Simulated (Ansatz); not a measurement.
**Cl₂H₅NO₂Si₂: one species, many methods**

How much do the methods differ for Cl₂H₅NO₂Si₂? The plan is to run it at one geometry with functionals of several rungs and with coupled cluster. The yardstick is the atomisation energy at the CCSD(T) limit.

Method: functionals in def2-TZVPP, the program's frozen cores in correlated methods; program: Ansatz 0.2.0, Gaussian basis.

Plan: PBE-D4, r2SCAN-D4, PBE0-D4, B3LYP-D4, ωB97X-V, ωB97M-V, B2PLYP; CCSD(T)/def2-TZVPP; MP2/def2-QZVPP; extrapolation to the limit.

## 1. Structure used throughout

All runs share one geometry, relaxed beforehand with PBE0-D4 in a triple-zeta def2 set.

SMILES `O[SiH](O)N[SiH](Cl)Cl`, 12 atoms, charge 0, spin multiplicity 1.

Atoms are counted from 1 here; the program's logs count them from 0.

Bond lengths: O1–Si2 1.633 Å, O1–H8 0.958 Å, Si2–O3 1.638 Å, Si2–N4 1.726 Å, Si2–H9 1.479 Å, O3–H10 0.959 Å, N4–Si5 1.694 Å, N4–H11 1.012 Å, Si5–Cl6 2.044 Å, Si5–Cl7 2.054 Å, Si5–H12 1.472 Å. Angles: Si2–O1–H8 116.6°, O1–Si2–O3 106.2°, O1–Si2–N4 104.1°, O1–Si2–H9 113.7°, O3–Si2–N4 115.2°, O3–Si2–H9 109.3°, N4–Si2–H9 108.4°, Si2–O3–H10 117.6°, Si2–N4–Si5 129.2°, Si2–N4–H11 114.1°, Si5–N4–H11 116.2°, N4–Si5–Cl6 110.2°, N4–Si5–Cl7 107.2°, N4–Si5–H12 116.2°, Cl6–Si5–Cl7 110.1°, Cl6–Si5–H12 106.5°, Cl7–Si5–H12 106.6°.

## 2. PBE-D4 (GGA)

Contents of in.yaml:

```yaml
crystal:
  periodic: [false, false, false]
  atoms:
    - {symbol: O, position_ang: [-1.707544, 1.022389, 1.541185]}
    - {symbol: Si, position_ang: [-0.532924, 0.949018, 0.409563]}
    - {symbol: O, position_ang: [0.774166, 1.692341, 1.058337]}
    - {symbol: N, position_ang: [-0.343400, -0.739334, 0.107531]}
    - {symbol: Si, position_ang: [0.500340, -1.516075, -1.139637]}
    - {symbol: Cl, position_ang: [1.592338, -3.072895, -0.390113]}
    - {symbol: Cl, position_ang: [1.748128, -0.121603, -1.987600]}
    - {symbol: H, position_ang: [-1.672806, 1.763820, 2.147283]}
    - {symbol: H, position_ang: [-0.892071, 1.612457, -0.862408]}
    - {symbol: H, position_ang: [1.541586, 1.811816, 0.496269]}
    - {symbol: H, position_ang: [-0.689110, -1.333373, 0.850983]}
    - {symbol: H, position_ang: [-0.318693, -2.068561, -2.231412]}
basis:
  gaussian: {orbitals: def2-TZVPP}
hamiltonian: {xc: pbe, dispersion: d4}
output: {forces: true, orbitals: {seedname: orbitals}}
```

On the command line:

```console
$ ansatz run in.yaml --threads 2 --pin off --events-out ev --progress --plain --max-ram 22528MiB --backend cuda --devices 0, --max-vram 18GiB
```

Further steps of the session: r2SCAN-D4 (meta-GGA); PBE0-D4 (hybrid); B3LYP-D4 (hybrid); ωB97X-V (range-separated); ωB97M-V (range-separated); B2PLYP (double hybrid); CCSD(T) in def2-TZVPP; MP2 in def2-QZVPP.

Before running them: what should the planned runs give, taken together? Wanted: atomisation energy, CCSD(T)/CBS; farthest; mean size of error, hybrid; mean size of error, range-separated; gap, smallest and largest; T1 diagnostic; triples share of the correlation energy.

The runs gave:

```
                               quantity                                 value
        atomisation energy, CCSD(T)/CBS                             46.525 eV
    functionals within 0.233 eV (0.5 %)   PBE-D4, r2SCAN-D4, ωB97X-V, ωB97M-V
                               farthest                    B2PLYP (-0.987 eV)
             mean size of error, hybrid                              0.641 eV
    mean size of error, range-separated                              0.025 eV
              gap, smallest and largest  6.45 eV (PBE-D4), 13.36 eV (ωB97X-V)
                          T1 diagnostic                                0.0105
triples share of the correlation energy                                 3.8 %
```

PBE-D4 misses by +0.162 eV. Double hybrids carry the basis error of their MP2 part in triple zeta, and no dispersion term here, so their miss is partly the set-up's. Misses under about 0.233 eV are within the doubt on the reference itself, which lacks core-valence correlation, relativity and higher excitations. Hartree-Fock recovers 71 % of the binding; the rest is correlation. Orbital gaps span 6.4 to 13.4 eV; exact exchange widens them.
